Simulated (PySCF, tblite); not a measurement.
# C4H4BFN radical: geometry, infrared bands and EPR parameters

Wanted: the infrared bands and EPR parameters of C4H4BFN radical (`[H]/N=[C]/B(F)C1=CC1`), by calculation.

The runs use tblite 0.8.0 and PySCF 2.14.0, with density-fitted response routines of our own; the level of theory stands in each step. All values are computed, except where a source is named. Atoms count from 0, in the outputs and in this text.

## Step 1: Starting geometry

11 atoms, charge 0, multiplicity 2; geometry from: force field or distance geometry start.

Bonds of the start (Å): N0–C1 1.30, C1–B2 1.58, B2–F3 1.43, B2–C4 1.57, C4–C5 1.45, C5–C6 1.40, C6–C4 1.40, N0–H7 1.03, C5–H8 1.08, C6–H9 1.10, C6–H10 1.11.

## Step 2: Geometry optimisation with GFN2-xTB

What the job is given:

```
{"job": {"kind": "relax", "xc": "GFN2-xTB", "basis": "xTB"}, "charge": 0, "multiplicity": 2}
N      2.976500     0.750100    -0.903000
C      1.683900     0.747200    -0.794600
B      0.962600    -0.195000     0.242300
F      1.704000    -1.074400     1.085500
C     -0.603900    -0.160400     0.342300
C     -1.847400    -0.630900     0.921500
C     -1.840200     0.347500    -0.084100
H      3.580600     0.152200    -0.324400
H     -2.368100    -1.269400     1.624900
H     -2.178400    -0.030500    -1.065800
H     -2.064200     1.366300     0.284200
```

Command:

```sh
$ OMP_NUM_THREADS=1 python probes_run.py task.json out
```

One launch serves the whole session: the jobs run in the order shown.

**Question.** This job is followed by: GFN2-xTB harmonic vibrations, gas phase; UKS B3LYP, pcH-1 on B C F H N, non-relativistic, mean-field spin-orbit, GIAO. What will the session give for the following? strongest single infrared mode (GFN2-xTB); zero-point energy (GFN2-xTB); g(iso) (B3LYP); ⟨S²⟩; largest a(iso) (averaged by class); potential on the surface of density 0.002 e/bohr³, 1st and 99th percentile.

The runs gave:

| quantity | value |
| --- | --- |
| strongest single infrared mode (GFN2-xTB) | 2079 cm⁻¹, 543 km/mol |
| zero-point energy (GFN2-xTB) | 44.3 kcal/mol |
| g(iso) (B3LYP) | 2.00216 |
| ⟨S²⟩ | 0.760 (exact 0.75) |
| largest a(iso) (averaged by class) | 1H on H7, 144.4 MHz |
| potential on the surface of density 0.002 e/bohr³, 1st and 99th percentile | -1.14 V and 2.47 V |

In words: Relaxing lowered the energy by 2.593 eV in 75 steps; the close pair that moved most is C4–C5, from 1.450 to 1.319 Å. All 27 modes are real, so the xTB geometry is a minimum. The strongest single mode, at 2079 cm⁻¹, moves mainly C1 and N0. Unscaled tight-binding wavenumbers are off by several per cent, some by more. Its intensities can rank the bands wrongly. C1 carries the largest spin population, 0.40 e. The isotropic g lies 0.2 ppt below the free-electron value. These values are for one conformer; the search (at its own cheap level) found 2 more, at 0.33, 0.33 kcal/mol, and measured spectra average over such forms.
